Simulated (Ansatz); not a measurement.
# CH₅BClGaO: small, medium and large basis sets

An exercise on one series of results from a longer session: the logs are not shown, and one member is left open.

Method: one geometry, several basis sets; program: Ansatz 0.2.0, Gaussian basis.

The runs, in order: PBE0-D4/def2-SVP; ωB97M-V/def2-SVP; PBE0-D4/def2-QZVPP; ωB97M-V/def2-QZVPP; the functionals' def2-TZVPP values are taken from earlier runs.

## Structure used throughout

An earlier PBE0-D4 in a triple-zeta def2 set relaxation fixed the geometry.

SMILES `B[CH](Cl)[GaH][OH]`, 10 atoms, charge 0, spin multiplicity 1.

Atoms are counted from 1 here; the program's logs count them from 0.

Bond lengths: B1–C2 1.569 Å, B1–H6 1.197 Å, B1–H7 1.194 Å, C2–Cl3 1.845 Å, C2–Ga4 1.967 Å, C2–H8 1.088 Å, Ga4–O5 1.787 Å, Ga4–H9 1.551 Å, O5–H10 0.959 Å. Angles: C2–B1–H6 119.2°, C2–B1–H7 119.7°, H6–B1–H7 120.8°, B1–C2–Cl3 75.5°, B1–C2–Ga4 118.5°, B1–C2–H8 117.0°, Cl3–C2–Ga4 111.6°, Cl3–C2–H8 105.8°, Ga4–C2–H8 118.5°, C2–Ga4–O5 116.9°, C2–Ga4–H9 126.6°, O5–Ga4–H9 116.3°, Ga4–O5–H10 115.2°.

As a file:

```mol
CH5BClGaO
  3D, bonds by distance, orders not assigned

 10  9  0  0  0  0  0  0  0  0999 V2000
    1.3031   -0.5442    0.9250 B   0  0
    0.1918   -0.6640   -0.1758 C   0  0
   -0.2191   -1.9898    1.0398 Cl  0  0
   -1.2095    0.7147   -0.2466 Ga  0  0
   -1.1511    1.8591   -1.6179 O   0  0
    1.1357    0.2028    1.8452 H   0  0
    2.3456   -1.1078    0.7775 H   0  0
    0.4616   -1.1783   -1.0954 H   0  0
   -2.3243    0.9564    0.8044 H   0  0
   -0.4506    1.7000   -2.2532 H   0  0
  1  2  8  0
  2  3  8  0
  2  4  8  0
  4  5  8  0
  1  6  8  0
  1  7  8  0
  2  8  8  0
  4  9  8  0
  5 10  8  0
M  END
```

Set-up of the first run:

Input file in.yaml:

```yaml
crystal:
  periodic: [false, false, false]
  atoms:
    - {symbol: B, position_ang: [1.303121, -0.544209, 0.924991]}
    - {symbol: C, position_ang: [0.191781, -0.663960, -0.175768]}
    - {symbol: Cl, position_ang: [-0.219058, -1.989818, 1.039816]}
    - {symbol: Ga, position_ang: [-1.209531, 0.714673, -0.246564]}
    - {symbol: O, position_ang: [-1.151140, 1.859106, -1.617857]}
    - {symbol: H, position_ang: [1.135692, 0.202770, 1.845215]}
    - {symbol: H, position_ang: [2.345557, -1.107755, 0.777462]}
    - {symbol: H, position_ang: [0.461554, -1.178300, -1.095383]}
    - {symbol: H, position_ang: [-2.324251, 0.956390, 0.804387]}
    - {symbol: H, position_ang: [-0.450624, 1.700004, -2.253198]}
basis:
  gaussian: {orbitals: def2-SVP}
hamiltonian: {xc: pbe0, dispersion: d4}
output: {orbitals: {seedname: orbitals}}
```

Steps of the session up to this table: PBE0-D4 in def2-SVP; ωB97M-V in def2-SVP; PBE0-D4 in def2-QZVPP; ωB97M-V in def2-QZVPP.

One table of the session follows, with a row left open; its other results are not shown here.

It belongs to the step «Density functionals: the series». 

| functional | basis | HOMO (eV) |
| --- | --- | --- |
| PBE0-D4 | def2-SVP | ? |
| PBE0-D4 | def2-TZVPP | -8.06 |
| PBE0-D4 | def2-QZVPP | -8.08 |
| ωB97M-V | def2-SVP | -10.19 |
| ωB97M-V | def2-TZVPP | -10.27 |
| ωB97M-V | def2-QZVPP | -10.30 |

Estimate the missing values for PBE0-D4, def2-SVP.

**Answer.** HOMO (eV): -8.00. In the column «HOMO (eV)» it is the highest.
